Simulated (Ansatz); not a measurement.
Predict the output of the script below (Ansatz 0.2.0, Python API).

`bfh6si2.py`:
```python
'''One geometry of BFH6Si2, method by method.'''

from pathlib import Path

import ansatz
import numpy as np

BASIS = 'cc-pVDZ'

GEOMETRY = '''
B    -0.25380    1.75090   -0.44540
Si    0.49600    0.04580   -0.71130
F    -0.00870   -0.57760   -2.21510
Si   -0.10480   -1.30340    0.91890
H    -0.09390    2.39310    0.51840
H    -1.00470    2.26540   -1.29260
H     1.99130    0.17220   -0.66770
H    -1.60540   -1.41460    0.87460
H     0.23700   -0.74380    2.26310
H     0.43000   -2.63920    0.76000
'''

molecule = ansatz.Crystal.molecule()
for line in GEOMETRY.strip().splitlines():
    symbol, *xyz = line.split()
    molecule = molecule.atom(symbol, [float(v) for v in xyz])

calculation = molecule.calculation().basis(gaussian=BASIS)

print('functional    E (Ha)        dipole (D)   HOMO (eV)  LUMO (eV)')
for name in ['blyp', 'hse06', 'cam_b3lyp', 'hf', 'lc_wpbe', 'r2scan']:
    summary = calculation.functional(name).forces().orbitals().run(threads=1, pin='off', runs_dir='runs').report
    lines = Path(summary['orbitals_path']).read_text().splitlines()
    field_of = lambda key: [line.split('=')[1].strip() for line in lines if line.startswith(key)]
    orbitals = [(27.211386 * float(e), s, float(n)) for e, s, n in zip(field_of('Ene='), field_of('Spin='), field_of('Occup='))]
    homo = max(e for e, _, n in orbitals if n > 0.5)
    lumo = min(e for e, _, n in orbitals if n < 0.5)
    dipole = 4.803205 * np.linalg.norm(summary['charge_distribution']['dipole_moment_e_ang'])
    print(f'{name:10s} {summary["free_energy_ev"] / 27.211386246:14.6f} {dipole:9.3f} {homo:11.3f} {lumo:10.3f}')
```

```console
$ python bfh6si2.py
functional    E (Ha)        dipole (D)   HOMO (eV)  LUMO (eV)
blyp          -707.216868     1.564      -6.868     -3.407
hse06         -706.869333     1.767      -7.892     -3.081
cam_b3lyp     -707.229077     1.766      -9.586     -1.524
hf            -705.475594     2.077     -11.222      0.877
lc_wpbe       -707.008262     1.761     -10.904     -0.375
r2scan        -707.152292     1.698      -7.337     -3.356
```

Total energies depend on the basis set; only differences at equal settings carry meaning. The geometry is a force-field or estimated start, not a minimum of this method, and the basis set is short of its limit. A lower total doesn't mark the better method: functionals have no common bound, and MP2 and coupled cluster aren't variational. Levels such as HOMO and LUMO are orbital energies: with these approximate functionals they aren't the ionisation energy and electron affinity, and their gap isn't the fundamental gap. For Al to Cl the sets with a tight d function, cc-pV(X+d)Z, are usual. hse06 follows the composition of plane-wave codes, whose totals differ by tens of mHa, up to about 0.1 Ha, from the form usual in Gaussian-basis programs (wpbeh). Timing: 21 s on 1 thread of Arm Neoverse V2, on a shared host, peak memory 0.28 GiB.
